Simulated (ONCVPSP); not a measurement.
**An ONCV potential for arsenic, from input to tests**

Do these settings give a usable potential? It is generated, then checked for transferability, scattering, ghosts and hardness.

The numbers are computed with ONCVPSP 4.0.1 (LDA (Perdew-Zunger), scalar-relativistic, spin-unpolarised reference atom).

### 1 Starting point

Typed settings, in words:

* element: arsenic (As, Z = 33)
* type: optimised norm-conserving Vanderbilt (ONCV)
* frozen core: [Ar]
* valence charge: 15
* reference configuration: 3d10 4s1.5 4p3.5
* partial waves: 4s: rc 1.40 bohr, ncon 4, nbas 7, qcut 4.8 1/bohr, 2 projectors, debl 1.3 Ha; 4p: rc 1.55 bohr, ncon 4, nbas 7, qcut 5 1/bohr, 2 projectors, debl 2.3 Ha; 3d: rc 0.80 bohr, ncon 4, nbas 8, qcut 15.5 1/bohr, 2 projectors, debl 1.7 Ha
* local potential: polynomial inside 0.60 bohr (lpopt 5, dvloc0 0 Ha)
* core correction: not asked for

### 2 Generating the potential

Input file As.dat:

```
# ATOM AND REFERENCE CONFIGURATION
# atsym  z   nc   nv     iexc    psfile
  As 33.00    5    3        3      upf
#
#   n    l    f
    1    0    2.00
    2    0    2.00
    2    1    6.00
    3    0    2.00
    3    1    6.00
    3    2   10.00
    4    0    1.50
    4    1    3.50
#
# PSEUDOPOTENTIAL AND OPTIMIZATION
# lmax
    2
#
#   l,   rc,      ep,       ncon, nbas, qcut
    0    1.40    0.00    4    7    4.80
    1    1.55    0.00    4    7    5.00
    2    0.80    0.00    4    8   15.50
#
# LOCAL POTENTIAL
# lloc, lpopt,  rc(5),   dvloc0
    4    5    0.60    0.00
#
# VANDERBILT-KLEINMAN-BYLANDER PROJECTORs
# l, nproj, debl
    0    2    1.30
    1    2    2.30
    2    2    1.70
#
# MODEL CORE CHARGE
# icmod, fcfact, rcfact
    0    0.00    0.00
#
# LOG DERIVATIVE ANALYSIS
# epsh1, epsh2, depsh
   -3.00    5.00    0.02
#
# OUTPUT GRID
# rlmax, drl
    6.00    0.01
#
# TEST CONFIGURATIONS
# ncnf
    4
# nvcnf
#   n    l    f
    3
    3    2   10.00
    4    0    2.00
    4    1    3.00
#
    3
    3    2   10.00
    4    0    2.00
    4    1    2.00
#
    3
    3    2   10.00
    4    0    2.00
    4    1    1.00
#
    3
    3    2   10.00
    4    0    2.00
    4    1    2.50
#
```

Run with:

```bash
$ oncvpsp.x < As.dat > As.out
```

Before running it: what results should come out? Wanted: cutoffs for 1 and 0.1 mHa per electron, occupied waves; bound ghosts; GHOST(+) flags; largest test error; largest phase difference near zero energy, channels read.

**Answer**, as computed:

| quantity | value |
| --- | --- |
| cutoffs for 1 and 0.1 mHa per electron, occupied waves | 159 Ha and 366 Ha |
| bound ghosts | s at -158.17 eV |
| GHOST(+) flags | s at 514 eV, p at 2 eV |
| largest test error (AE − PS) | +0.4 meV, for 3d10 4s2 4p3 (1 test unsolved) |
| largest phase difference near zero energy, channels read | 0.016 rad |

A bound ghost (s) makes it unfit for use: electrons can fall into a state that the atom doesn't have. By total energies transferability is very good where solved: the largest error is 0.4 meV on 4.7 eV, for 3d10 4s2 4p3. Atomic tests can pass in spite of a ghost, since they solve only for the levels asked. Of the tests 1 gave no usable energy difference, which is a warning in itself. The potential is very hard: the looser tolerance needs 159 Ha. At the looser tolerance the 3d wave is the slowest; 4s needs 10 Ha. Near zero energy the phases of the channels with partial waves agree within 0.016 rad. The program also flags highly localised states, GHOST(+) (s, p).
